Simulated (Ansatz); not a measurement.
**FH4SSi2 radical: two torsions**

A grid of calculations on FH4SSi2, SMILES F[SiH2]S[SiH2], spin multiplicity 2, to see where the energy is lowest and how it rises around there.

Computed with Ansatz 0.2.0. Level: UKS PBE-D4/def2-SVP.

## 1. The starting structure

SMILES `F[SiH2]S[SiH2]`, 8 atoms, charge 0, spin multiplicity 2.

Atoms are counted from 1 here; the program's logs count them from 0.

Bond lengths: F1–Si2 1.637 Å, Si2–S3 2.150 Å, Si2–H5 1.497 Å, Si2–H6 1.499 Å, S3–Si4 2.171 Å, Si4–H7 1.507 Å, Si4–H8 1.512 Å. Angles: F1–Si2–S3 111.4°, F1–Si2–H5 108.5°, F1–Si2–H6 107.3°, S3–Si2–H5 105.7°, S3–Si2–H6 110.7°, H5–Si2–H6 113.3°, Si2–S3–Si4 99.8°, S3–Si4–H7 105.4°, S3–Si4–H8 110.0°, H7–Si4–H8 110.7°.

Coordinates:

```csv
atom,x (Å),y (Å),z (Å)
F1,-1.5621,-0.1383,1.8369
Si2,-0.7135,0.8668,0.8624
S3,-0.7252,0.1810,-1.1748
Si4,0.7481,-1.4069,-1.0368
H5,-1.3963,2.1988,0.8457
H6,0.6870,0.9256,1.3942
H7,1.0706,-1.7781,-2.4615
H8,1.9834,-0.9060,-0.3222
```

This geometry comes from a loose relaxation at PBE in a small basis, which is not shown.

## 3. Setting up the map

First coordinate, dihedral Si2–S3–Si4–H7: 18 values from −180 to 160 °, periodic. Second coordinate, dihedral F1–Si2–S3–Si4: 18 values from −180 to 160 °, periodic.

Nothing else is relaxed (all other coordinates rigid). Energies count from the relaxed molecule at the same level. Points are written as (first, second).

(The set-up runs are not shown.)

## 4. The run at (−100°, −140°)

input.yaml

```yaml
crystal:
  periodic: [false, false, false]
  atoms:
    - { symbol: F, position_ang: [-1.562189, -0.137795, 1.83769] }
    - { symbol: Si, position_ang: [-0.714944, 0.868008, 0.862896] }
    - { symbol: S, position_ang: [-0.724035, 0.180776, -1.173909] }
    - { symbol: Si, position_ang: [1.329528, 0.621445, -1.723443] }
    - { symbol: H, position_ang: [-1.397274, 2.199851, 0.845196] }
    - { symbol: H, position_ang: [0.685138, 0.925258, 1.394834] }
    - { symbol: H, position_ang: [1.265363, 1.915409, -2.493946] }
    - { symbol: H, position_ang: [2.176501, 0.782752, -0.480693] }
magnetization:
  spin_polarized: true
  initial_magnetization: 1
basis:
  gaussian: { orbitals: def2-SVP }
hamiltonian:
  xc: pbe
  dispersion: d4
output:
  forces: true
```

Run with:

```bash
> ansatz run input.yaml --threads 1 --pin off --max-ram 2560MiB --backend cpu --events-out ev --progress --plain --runs-dir out
```

Further runs follow: the other points that were computed.

**Question.** What will these runs give? Wanted: lowest point; highest computed point; largest force on an atom; dipole moment.

The runs gave:

| quantity | value |
| --- | --- |
| lowest point | (−180°, −80°), 18 cm⁻¹ |
| highest computed point | (−60°, −180°), 1828 cm⁻¹ above the lowest |
| largest force on an atom (eV/Å) | 0.04 at (−160°, −80°) to 0.72 at (−60°, −180°); 0.04 at the lowest point |
| dipole moment (D) | 0.14 at (−60°, 0°) to 2.25 at (−60°, −180°); 1.29 at the lowest point |
| time for the whole task | 26 min on 1 thread, shared host |

The lowest computed point is at (−180°, −80°), 18 cm⁻¹ from the relaxed molecule at the same level. There are further wells near (40°, −80°) (98 cm⁻¹ above the lowest at that grid point); (−160°, 80°) (111 cm⁻¹ above the lowest at that grid point); (40°, 80°) (347 cm⁻¹ above the lowest at that grid point). The highest computed point, (−60°, −180°), lies 1828 cm⁻¹ above the lowest. On the interpolated surface the easiest way out of the lowest well to the well at (40°, −80°) passes a barrier of about 520 cm⁻¹. Round the minimum the valley is somewhat tilted: raising dihedral Si2–S3–Si4–H7 shifts the best value of dihedral F1–Si2–S3–Si4 upwards (coupling k₁₂/√(k₁₁k₂₂) about −0.5).
